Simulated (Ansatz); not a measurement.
Geometry optimisation, Ansatz 0.2.0, DFT PBE-D3(BJ), scalar-relativistic, plane waves, PAW.

The input (input.yaml):

```yaml
crystal:
  lattice:
    - [5.208495, 0.0, 0.0]
    - [-2.604248, 4.510689, 0.0]
    - [0.0, 0.0, 16.372122]
  atoms:
    - { symbol: Ta, position: [0.0, 0.0, 0.06107944] }
    - { symbol: Ta, position: [0.33333343, 0.66666673, 0.15009501] }
    - { symbol: Ta, position: [0.66666676, 0.33333336, 0.15009501] }
    - { symbol: "N", position: [0.39239221, 0.0, 0.06107944] }
    - { symbol: "N", position: [0.60760795, 0.60760789, 0.06107944] }
    - { symbol: "N", position: [4.0e-08, 0.39239221, 0.06107944] }
    - { symbol: Ta, position: [0.0, 0.0, 0.23911059] }
    - { symbol: Ta, position: [0.33333343, 0.66666673, 0.32812617] }
    - { symbol: Ta, position: [0.66666676, 0.33333336, 0.32812617] }
    - { symbol: "N", position: [0.39239221, 0.0, 0.23911059] }
    - { symbol: "N", position: [0.60760795, 0.60760789, 0.23911059] }
    - { symbol: "N", position: [4.0e-08, 0.39239221, 0.23911059] }
    - { symbol: F, position: [5.0e-08, 0.50000005, 0.43745836] }
    - { symbol: H, position: [0.50000014, 1.00000009, 0.41363738] }
basis:
  ecutwfc: 420.0
kpoints:
  mp_grid: { grid: [2, 2, 1] }
hamiltonian:
  xc: pbe
  dispersion: d3bj
  pseudopotentials: { kind: paw, azcp: { folder: soft_1 } }
scf:
  occupations: { method: gaussian, width: 0.05 }
  lower_state_search: "off"
relax:
  f_tol: 0.03
  max_steps: 60
  adjacent_minimum: "off"
  constraints: [{ sites: [0, 3, 4, 5] }]
output:
  write_density: true
  write_potential: true
  elf: true
  volumetric_format: npy
```

Launched with:

```bash
$ ansatz run input.yaml --threads 1 --pin off --max-ram 3072MiB --backend cpu --events-out ev --progress --plain --runs-dir out
```

Task: Where does it end, and by what steps?

Result: The forces met the threshold. Limits of this set-up: coarse k mesh, thin slab, slab without dipole correction. After 8 steps the energy has fallen by 1.879 eV; F13 moved furthest, 0.58 Å.

```json
{"step": "0", "energy less start (eV)": "0.0000", "largest force component (eV/Å)": "4.891", "accepted": "yes"}
{"step": "1", "energy less start (eV)": "-1.3176", "largest force component (eV/Å)": "1.276", "accepted": "yes"}
{"step": "2", "energy less start (eV)": "-1.7421", "largest force component (eV/Å)": "0.543", "accepted": "yes"}
{"step": "3", "energy less start (eV)": "-1.8685", "largest force component (eV/Å)": "0.203", "accepted": "yes"}
{"step": "4", "energy less start (eV)": "-1.8777", "largest force component (eV/Å)": "0.091", "accepted": "yes"}
{"step": "5", "energy less start (eV)": "-1.8789", "largest force component (eV/Å)": "0.043", "accepted": "yes"}
{"step": "6", "energy less start (eV)": "-1.8792", "largest force component (eV/Å)": "0.033", "accepted": "yes"}
{"step": "7", "energy less start (eV)": "-1.8790", "largest force component (eV/Å)": "0.043", "accepted": "no"}
{"step": "8", "energy less start (eV)": "-1.8793", "largest force component (eV/Å)": "0.005", "accepted": "yes"}
```

```xyz
14
Lattice="5.2085 0.0000 0.0000 -2.6042 4.5107 0.0000 0.0000 0.0000 16.3721" Properties=species:S:1:pos:R:3
Ta 0.000 0.000 1.000
Ta 0.000 3.015 2.223
Ta 2.610 1.501 2.231
N 2.044 0.000 1.000
N 1.582 2.741 1.000
N -1.022 1.770 1.000
Ta -0.007 -0.011 3.874
Ta -0.007 3.007 5.201
Ta 2.552 1.475 5.195
N 2.024 -0.015 3.779
N 1.593 2.750 3.774
N -1.028 1.738 3.827
F -1.191 2.043 6.630
H -0.221 4.500 6.410
```

Whether the end is a true minimum wasn't checked by a vibrational analysis.

The run took 65 s on 1 thread of Arm Neoverse V1 (shared host), peak memory 0.6 GiB.
